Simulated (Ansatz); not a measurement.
# GaH₄+ (singlet): from Hartree-Fock to the top rungs at distance H3–H5 = 0.841 Å, cc-pVDZ

The task here is to estimate one member of a computed series from the others.

The runs use Ansatz 0.2.0, Gaussian basis; cc-pVDZ, core rule «outside noble gas», up to 14 orbitals frozen.

Plan: UHF; CCSD(T) on RHF; BCCD(T) on RHF; CISD; CCSDT(Q) on RHF; CASSCF and MRCISD+Q, 2 electrons in 2 orbitals; CASSCF and NEVPT2, 2 electrons in 2 orbitals; Full CI.

45 further runs of the same task are left out: 24 for a known fault of the program, 16 that didn't finish, 5 set aside as unsound or not needed.

## What is computed

The geometry derives from a PBE0/def2-TZVP stationary point (not a proven minimum). One bond is set to the value named and the two fragments are kept rigid. No spin-orbit coupling is included. The filled d shell of Ga may be among the frozen orbitals whatever the setting's name suggests; the logs give the count.

5 atoms, charge 1, spin multiplicity 1.

Atoms are counted from 1 here; the program's logs count them from 0.

Bond lengths: Ga1–H2 1.527 Å, Ga1–H4 1.527 Å, H3–H5 0.841 Å. Angles: H2–Ga1–H4 169.3°.

Coordinates:

```
Ga    0.0000    0.0010   -0.0552
H     0.0000    1.5217   -0.1979
H     0.0000    0.3836    2.1069
H     0.0000   -1.5196   -0.1979
H     0.0000   -0.4574    2.1069
```

The first run:

File in.yaml:

```yaml
crystal:
  periodic: [false, false, false]
  atoms:
    - {symbol: Ga, position_ang: [0.000000, 0.001038, -0.055194]}
    - {symbol: H, position_ang: [0.000000, 1.521711, -0.197915]}
    - {symbol: H, position_ang: [0.000000, 0.383560, 2.106890]}
    - {symbol: H, position_ang: [0.000000, -1.519635, -0.197915]}
    - {symbol: H, position_ang: [0.000000, -0.457440, 2.106890]}
basis:
  gaussian: {orbitals: cc-pVDZ}
total_charge: 1
magnetization: {spin_polarized: true, initial_magnetization: 0}
hamiltonian: {xc: hf}
output: {orbitals: {seedname: orbitals}}
```

Launch:

```bash
ansatz run in.yaml --threads 1 --pin off --events-out ev --progress --plain --max-ram 2393MiB
```

Among the steps run: UHF; CCSD(T) on RHF; BCCD(T) on RHF; CISD; CCSDT(Q) on RHF; CASSCF and MRCISD+Q, 2 electrons in 2 orbitals; CASSCF and NEVPT2, 2 electrons in 2 orbitals; Full CI.

One of the session's tables, all rows but one given; the rest of the session is left out.

```
     method  from FCI (meV)
        RHF         +2868.8
       RMP2          +720.7
      RCCSD           +34.8
   RCCSD(T)            +9.5
    BCCD(T)               ?
     RCCSDT            +0.9
  RCCSDT(Q)            +0.3
CASSCF pair         +2328.2
NEVPT2 pair          +655.2
        FCI               0
```

Estimate the missing values for BCCD(T).

As computed: from FCI (meV): +9.2. In the column «from FCI (meV)» it lies between RCCSDT (+0.9) and RCCSD(T) (+9.5).

Not comparable, so not listed: CISD; CASSCF and MRCISD+Q, 2 electrons in 2 orbitals (they don't share determinant, frozen orbitals or solution with the rows shown, or repeat one).

To keep in mind: Warnings in the runs' records: passed over end.
